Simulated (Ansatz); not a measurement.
# F2H2Sn, SMILES [F][SnH2][F]: a relaxed scan of one distance

Program: the Python package of Ansatz (0.2.0).

The script, `relaxed_scan_f2h2sn.py`:
```python
"""Relaxed scan of one distance in F2H2Sn."""

import ansatz
import numpy as np

GEOMETRY = """
F    -0.34000   -0.39880    1.85540
Sn    0.02280   -0.02670   -0.02650
F    -1.31640    1.20210   -0.78730
H     0.05770   -1.52450   -0.91210
H     1.62590    0.67420   -0.17080
"""

mol = ansatz.Crystal.molecule()
for line in GEOMETRY.strip().splitlines():
    symbol, *xyz = line.split()
    mol = mol.atom(symbol, [float(v) for v in xyz])

calc = mol.calculation().basis(gaussian="def2-SVP").functional("b3lyp", dispersion="d4")
symbols = [site.symbol for site in mol.cartesian_sites]
pairs = [(0, 1), (1, 2), (1, 3), (1, 4)]
print("held (A)   E (eV)        ", "  ".join(f"{symbols[i]}{i}-{symbols[j]}{j}" for i, j in pairs))
for length in [1.62, 1.76, 1.9, 2.11, 2.37]:
    rep = calc.relax(constraints=[ansatz.DistanceConstraint((1, 4), at=length)], force_tolerance=0.02, max_steps=60).run(threads=1).report
    xyz = np.array(rep["positions_ang"])
    print(f"{length:6.2f} {rep['free_energy_ev']:14.5f}  ", "  ".join(f"{np.linalg.norm(xyz[i] - xyz[j]):.3f}" for i, j in pairs))
```

```console
$ python relaxed_scan_f2h2sn.py
held (A)   E (eV)         F0-Sn1  Sn1-F2  Sn1-H3  Sn1-H4
DeckWarning: relax.constraints: the input's atoms, or those drawn, lie off the distances that are held; a relaxation that starts there is brought onto them ahead of its first SCF, by positions alone, an atom by 6.78e-2 Å at the most. With the symmetry detection on, the symmetry is detected on the input's atoms as so brought (as typed, where only the drawn atoms reach the distances), and notices that speak of the structure as typed mean those atoms
  1.62   -11296.18152   1.939  1.939  1.706  1.620
  1.76   -11296.22181   1.938  1.938  1.707  1.760
  1.90   -11296.03750   1.937  1.937  1.709  1.900
  2.11   -11295.55592   1.935  1.935  1.712  2.110
  2.37   -11294.84291   1.935  1.935  1.717  2.370
```
(Warnings from the package without file and line, repeats left out.)

What to keep in mind:
- These settings explore the input space; basis and method may be short of convergence.
- The energies are electronic: no zero-point or thermal terms, and the basis set is short of its limit.
- def2 sets replace the cores of elements past krypton by effective core potentials.
- b3lyp holds the VWN-RPA fit, as in Gaussian; the form of ORCA and Turbomole is b3lyp5.
- Hardware and time: 64 s on 1 thread of Arm Neoverse V1, with other jobs on the host, peak memory 0.18 GiB.
